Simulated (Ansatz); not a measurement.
# CH9ClSi2: the cost of one run

Method: UKS LDA/STO-3G, in Ansatz 0.2.0.

### Step 1. The structure to begin with

Bond lengths: Si1–C2 2.183 Å, Si1–H3 1.504 Å, Si1–H4 1.459 Å, Si1–Cl5 2.044 Å, Si1–H6 1.609 Å, Si1–Si7 2.596 Å, C2–H8 1.090 Å, C2–H9 1.096 Å, C2–H10 1.088 Å, Si7–H11 1.457 Å, Si7–H12 1.455 Å, Si7–H13 1.469 Å. Angles (14 of 27 angles, heavy atoms first): C2–Si1–Cl5 88.8°, C2–Si1–Si7 85.7°, Cl5–Si1–Si7 111.4°, Si1–C2–H8 112.0°, Si1–C2–H9 128.9°, Si1–C2–H10 94.0°, C2–Si1–H3 175.6°, C2–Si1–H4 82.1°, C2–Si1–H6 39.7°, H3–Si1–Cl5 95.1°, H3–Si1–Si7 91.0°, H4–Si1–Cl5 123.3°, H4–Si1–Si7 123.3°, Cl5–Si1–H6 100.8°.

As a file:

```xyz
13

Si   -1.0184   -0.0669    0.5821
C     0.5223    1.4718    0.4217
H    -1.9958   -1.2040    0.7020
H    -0.7912    0.1398    2.0087
Cl   -2.2521    1.1132   -0.5412
H     0.3938    0.1995   -0.1418
Si    0.5391   -1.5045   -0.9168
H     1.3033    1.3476    1.1719
H     0.9940    1.8827   -0.4788
H    -0.1313    2.2692    0.7679
H     1.0276   -2.5380   -0.0131
H    -0.3089   -2.1134   -1.9304
H     1.7174   -0.9968   -1.6321
```

### Step 2. Run 1

150 steps of 0.5 fs at constant energy, with velocities drawn for 100 K.

Input file input.yaml:

```yaml
crystal:
  periodic: [false, false, false]
  atoms:
    - { symbol: Si, position_ang: [-1.0184, -0.0669, 0.5821] }
    - { symbol: C, position_ang: [0.5223, 1.4718, 0.4217] }
    - { symbol: H, position_ang: [-1.9958, -1.204, 0.702] }
    - { symbol: H, position_ang: [-0.7912, 0.1398, 2.0087] }
    - { symbol: Cl, position_ang: [-2.2521, 1.1132, -0.5412] }
    - { symbol: H, position_ang: [0.3938, 0.1995, -0.1418] }
    - { symbol: Si, position_ang: [0.5391, -1.5045, -0.9168] }
    - { symbol: H, position_ang: [1.3033, 1.3476, 1.1719] }
    - { symbol: H, position_ang: [0.994, 1.8827, -0.4788] }
    - { symbol: H, position_ang: [-0.1313, 2.2692, 0.7679] }
    - { symbol: H, position_ang: [1.0276, -2.538, -0.0131] }
    - { symbol: H, position_ang: [-0.3089, -2.1134, -1.9304] }
    - { symbol: H, position_ang: [1.7174, -0.9968, -1.6321] }
magnetization:
  spin_polarized: true
basis:
  gaussian: { orbitals: STO-3G }
hamiltonian:
  xc: lda
md:
  timestep: 0.5
  n_steps: 150
  ensemble: nve
  temperature: 100.0
  initial_velocities: maxwell_boltzmann
  seed: 384687
```

Run with:

```
ansatz run input.yaml --threads 1 --pin off --max-ram 2048MiB --backend cpu --events-out ev --progress --plain --runs-dir out
```

What time and memory should one allow on 1 thread of Arm Neoverse V1, shared host?

About 5.5 min, with a peak of 0.11 GiB.
